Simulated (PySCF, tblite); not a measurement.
# C5H14O2SSi: geometry, infrared bands and NMR shifts

Wanted: the infrared bands and NMR shifts of C5H14O2SSi (`CS[SiH2]OC(C)(C)CO`), by calculation.

The runs use tblite 0.8.0 and PySCF 2.14.0, with density-fitted response routines of our own; the level of theory stands in each step. All values are computed, except where a source is named. Atoms count from 0, in the outputs and in this text.

## (1) Starting geometry

23 atoms, charge 0, multiplicity 1; geometry from: force field or distance geometry start.

Bonds of the start (Å): C0–S1 1.83, S1–Si2 2.15, Si2–O3 1.73, O3–C4 1.40, C4–C5 1.54, C4–C6 1.51, C4–C7 1.52, C7–O8 1.38, C0–H9 1.12, C0–H10 1.13, C0–H11 1.08, Si2–H12 1.50, Si2–H13 1.46, C5–H14 1.10, C5–H15 1.11, C5–H16 1.12, C6–H17 1.11, C6–H18 1.10, C6–H19 1.12, C7–H20 1.10, C7–H21 1.12, O8–H22 0.99.

## (2) Geometry optimisation with GFN2-xTB

Job settings and geometry (Å):

```
{"job": {"kind": "relax", "xc": "GFN2-xTB", "basis": "xTB"}, "charge": 0, "multiplicity": 1}
C      4.364400     0.308200    -0.164000
S      3.050000     0.083500    -1.421800
Si     1.260900    -0.385300    -0.318800
O     -0.078500     0.401300    -1.078500
C     -1.231000     0.276800    -0.299000
C     -2.391400     0.983600    -1.015600
C     -1.110700     0.927800     1.053500
C     -1.583300    -1.179600    -0.028000
O     -1.804700    -1.897400    -1.184800
H      4.535400     1.390200     0.053300
H      4.023200    -0.152800     0.805500
H      5.236400    -0.226300    -0.519700
H      1.468900     0.136000     1.068100
H      1.079300    -1.834000    -0.199600
H     -2.584100     0.581100    -2.016600
H     -3.273400     0.888100    -0.342000
H     -2.158700     2.081700    -1.064000
H     -2.147600     1.134200     1.398200
H     -0.509200     1.854600     1.057900
H     -0.689800     0.165300     1.751300
H     -0.795200    -1.607700     0.612100
H     -2.503300    -1.123400     0.609200
H     -2.162400    -2.779100    -0.909600
```

Command:

```
$ OMP_NUM_THREADS=1 python probes_run.py task.json out
```

One launch serves the whole session: the jobs run in the order shown.

**Question.** This job is followed by: GFN2-xTB harmonic vibrations, gas phase; GIAO PBE0/pcSseg-1 NMR shielding, non-relativistic, gas phase. What will the session give for the following? strongest single infrared mode (GFN2-xTB); zero-point energy (GFN2-xTB); 13C shifts against TMS (PBE0/pcSseg-1, means over atoms taken as alike); 1H shifts against TMS (PBE0/pcSseg-1, means over atoms taken as alike); 33S shifts against CS2 (PBE0/pcSseg-1); 29Si shifts against TMS (PBE0/pcSseg-1); 17O shifts against H2O (PBE0/pcSseg-1).

**Answer**, as computed:

| quantity | value |
| --- | --- |
| strongest single infrared mode (GFN2-xTB) | 821 cm⁻¹, 391 km/mol |
| zero-point energy (GFN2-xTB) | 115.6 kcal/mol |
| 13C shifts against TMS (PBE0/pcSseg-1, means over atoms taken as alike) | 74.9, 73.6, 26.8, 8.1 ppm |
| 1H shifts against TMS (PBE0/pcSseg-1, means over atoms taken as alike) | 5.39, 3.88, 1.70, 1.34, 0.98 ppm |
| 33S shifts against CS2 (PBE0/pcSseg-1) | -193 ppm |
| 29Si shifts against TMS (PBE0/pcSseg-1) | -28.0 ppm |
| 17O shifts against H2O (PBE0/pcSseg-1) | 57.0, 38.1 ppm |

In words: Relaxing lowered the energy by 1.198 eV in 226 steps; the close pair that moved most is Si2–O3, from 1.729 to 1.604 Å. All 63 modes are real, so the xTB geometry is a minimum. The strongest single mode, at 821 cm⁻¹, moves mainly H12 and H13. GFN2-xTB is a fitted tight-binding method: band positions and strengths are rough. Its intensities can rank the bands wrongly. At PBE0/pcSseg-1: Shielding is most anisotropic at S1 (span 238 ppm, paramagnetic term -364 ppm).
